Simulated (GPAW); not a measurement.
The system is BPd4.

```
Pd B
1.0
     2.89203    0.00000    0.00000
     0.00000    4.36501    0.00000
     0.00000    0.00000    5.85632
Pd B
4 1
Direct
  0.50000 0.00000 0.19758
  0.00000 0.00000 0.61947
  0.00000 0.50000 0.32916
  0.50000 0.50000 0.86756
  0.50000 0.00000 0.86323
```

The cell comes from a database or a generator and needn't be the stable form of this composition.

Program: GPAW 26.7.0. Alike in all runs: task band structure; no spin polarisation; cell as given; cutoff (eV) 800; smearing fermi-dirac 0.05 eV.

Order these runs on this cell by their pressure, lowest first.
A. level RPBE; potentials or basis the program's PAW data sets (release 1.2.1) made for this functional, pw; k mesh 7 × 5 × 4; band points 60; mesh quality not flagged
B. level PBEsol; potentials or basis PAW data sets generated in the run's folder for this functional, pw; k mesh 7 × 5 × 4; band points 60; mesh quality not flagged
C. level LDA; potentials or basis the program's PAW data sets (release 1.2.1) made for this functional, pw; k mesh 6 × 4 × 3; band points 100; mesh quality coarse

C (-13.2 GPa), B (-8.2 GPa), A (3.2 GPa).

Caveats: some runs use coarse meshes.

Not every run made on this cell is shown here.
